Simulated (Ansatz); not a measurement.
# CBGe: the cost of one run

The runs use Ansatz 0.2.0, Gaussian basis; cc-pVTZ, core rule «outside noble gas», up to 16 orbitals frozen.

Plan: UHF; CCSD(T) on ROHF; CCSD(T) on UHF; BCCD(T) on ROHF; CCSDT(Q) on ROHF; CCSDT(Q) on UHF; CASSCF and MRCISD+Q, 11 electrons in 12 orbitals; CASSCF and NEVPT2, 11 electrons in 12 orbitals.

3 further runs of the same task are left out: 3 set aside as unsound or not needed.

### 1 What is computed

The geometry is a PBE0/def2-TZVP stationary point (not a proven minimum) of the parent state, kept for this charge and spin. No spin-orbit coupling is included. The filled d shell of Ge may be among the frozen orbitals whatever the setting's name suggests; the logs give the count.

3 atoms, charge 0, spin multiplicity 6.

Atoms are counted from 1 here; the program's logs count them from 0.

Bond lengths: C1–B2 1.404 Å, B2–Ge3 2.019 Å. Angles: C1–B2–Ge3 180.0°.

### 2 UHF

in.yaml reads:

```yaml
crystal:
  periodic: [false, false, false]
  atoms:
    - {symbol: C, position_ang: [0.000000, 0.000000, -1.609400]}
    - {symbol: B, position_ang: [0.000000, 0.000000, -0.204900]}
    - {symbol: Ge, position_ang: [0.000000, 0.000000, 1.814300]}
basis:
  gaussian: {orbitals: cc-pVTZ}
magnetization: {spin_polarized: true, initial_magnetization: 5}
hamiltonian: {xc: hf}
output: {orbitals: {seedname: orbitals}}
```

On the command line:

```sh
$ ansatz run in.yaml --threads 1 --pin off --events-out ev --progress --plain --max-ram 4096MiB --backend cpu
```

Q: Estimate wall time and peak memory on 1 thread of AMD EPYC 7R13, shared host.

About 8.5 s, with a peak of 0.33 GiB.
